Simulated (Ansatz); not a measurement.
# H5N2O2Ta: a ladder of functionals and wavefunction methods

An exercise on one series of results from a longer session: the logs are not shown, and one member is left open.

Method: functionals in def2-TZVPP, the program's frozen cores in correlated methods; program: Ansatz 0.2.0, Gaussian basis.

Levels to be run: LDA (SPW92), PBE-D4, revPBE-D4, BLYP-D4, r2SCAN-D4, B97M-V, PBE0-D4, B3LYP-D4, r2SCANh-D4, r2SCAN0-D4, HSE06-D4, BHLYP-D4, CAM-B3LYP-D4, LC-ωPBE, ωB97X-V, ωB97M-V, B2PLYP, PBE-QIDH; CCSD(T)/def2-SVP; CCSD(T)/def2-TZVPP; MP2/def2-QZVPP; extrapolation to the limit; RPA on PBE.

1 further run of the same task is left out (for a known fault of the program). Runs told in other sessions of the task aren't counted.

**Structure used throughout**

An earlier PBE0-D4 in a triple-zeta def2 set relaxation fixed the geometry. Ta takes the def2 core potential; no spin-orbit term is included.

SMILES `[NH]=[Ta]([NH2])([OH])[OH]`, 10 atoms, charge 0, spin multiplicity 1.

Atoms are counted from 1 here; the program's logs count them from 0.

Bond lengths: N1–Ta2 1.769 Å, N1–H6 1.005 Å, Ta2–N3 1.986 Å, Ta2–O4 1.919 Å, Ta2–O5 1.919 Å, N3–H7 1.010 Å, N3–H8 1.007 Å, O4–H9 0.956 Å, O5–H10 0.956 Å. Angles: Ta2–N1–H6 175.6°, N1–Ta2–N3 104.6°, N1–Ta2–O4 112.0°, N1–Ta2–O5 112.0°, N3–Ta2–O4 110.3°, N3–Ta2–O5 110.3°, O4–Ta2–O5 107.7°, Ta2–N3–H7 124.0°, Ta2–N3–H8 125.6°, H7–N3–H8 110.4°, Ta2–O4–H9 131.0°, Ta2–O5–H10 131.0°.

Geometry (Å):

```xyz
10
H5N2O2Ta
N    -1.0267    1.2934   -0.4336
Ta    0.1152    0.1096    0.2183
N    -0.0091   -1.4381   -1.0199
O    -0.3457   -0.4252    2.0023
O     1.9091    0.7891    0.2580
H    -1.6553    2.0131   -0.7452
H     0.5277   -2.2875   -0.9172
H    -0.6047   -1.4951   -1.8297
H    -1.1053   -0.2162    2.5435
H     2.2781    1.6058   -0.0738
```

The first run:

in.yaml

```yaml
crystal:
  periodic: [false, false, false]
  atoms:
    - {symbol: N, position_ang: [-1.026716, 1.293422, -0.433606]}
    - {symbol: Ta, position_ang: [0.115228, 0.109567, 0.218334]}
    - {symbol: N, position_ang: [-0.009138, -1.438063, -1.019879]}
    - {symbol: O, position_ang: [-0.345743, -0.425215, 2.002335]}
    - {symbol: O, position_ang: [1.909051, 0.789086, 0.258044]}
    - {symbol: H, position_ang: [-1.655271, 2.013116, -0.745165]}
    - {symbol: H, position_ang: [0.527654, -2.287542, -0.917233]}
    - {symbol: H, position_ang: [-0.604724, -1.495128, -1.829733]}
    - {symbol: H, position_ang: [-1.105275, -0.216186, 2.543478]}
    - {symbol: H, position_ang: [2.278133, 1.605843, -0.073775]}
basis:
  gaussian: {orbitals: def2-TZVPP}
hamiltonian: {xc: lda}
output: {orbitals: {seedname: orbitals}}
```

The run is started by

```
$ ansatz run in.yaml --threads 4 --pin off --events-out ev --progress --plain --max-ram 10444MiB
```

Steps of the session up to this table: LDA; PBE-D4 (GGA); revPBE-D4 (GGA); BLYP-D4 (GGA); r2SCAN-D4 (meta-GGA); B97M-V (meta-GGA); PBE0-D4 (hybrid); B3LYP-D4 (hybrid); r2SCANh-D4 (hybrid); r2SCAN0-D4 (hybrid); HSE06-D4 (hybrid); BHLYP-D4 (hybrid); CAM-B3LYP-D4 (range-separated); LC-ωPBE (range-separated); ωB97X-V (range-separated); ωB97M-V (range-separated); B2PLYP (double hybrid); PBE-QIDH (double hybrid).

One table of the session follows, with a row left open; its other results are not shown here.

It belongs to the step «Orbital energies across the functionals». 

| functional | HOMO (eV) | gap (eV) |
| --- | --- | --- |
| LDA (SPW92) | -6.23 | 5.37 |
| PBE-D4 | -6.02 | 5.39 |
| revPBE-D4 | -5.94 | 5.40 |
| BLYP-D4 | -5.90 | 5.27 |
| r2SCAN-D4 | -6.35 | 5.93 |
| B97M-V | -6.39 | 5.87 |
| PBE0-D4 | -7.47 | 7.58 |
| B3LYP-D4 | -7.22 | 7.01 |
| r2SCANh-D4 | -6.89 | 6.79 |
| r2SCAN0-D4 | -7.70 | 8.08 |
| HSE06-D4 | -7.06 | 6.82 |
| BHLYP-D4 | -8.73 | 9.36 |
| CAM-B3LYP-D4 | -8.91 | 9.69 |
| LC-ωPBE | -10.30 | 12.29 |
| ωB97X-V | ? | ? |
| ωB97M-V | -9.83 | 11.16 |

Estimate the missing values for ωB97X-V.

The run gave: HOMO (eV): -9.92; gap (eV): 11.70. In the column «HOMO (eV)» it lies between LC-ωPBE (-10.30) and ωB97M-V (-9.83).
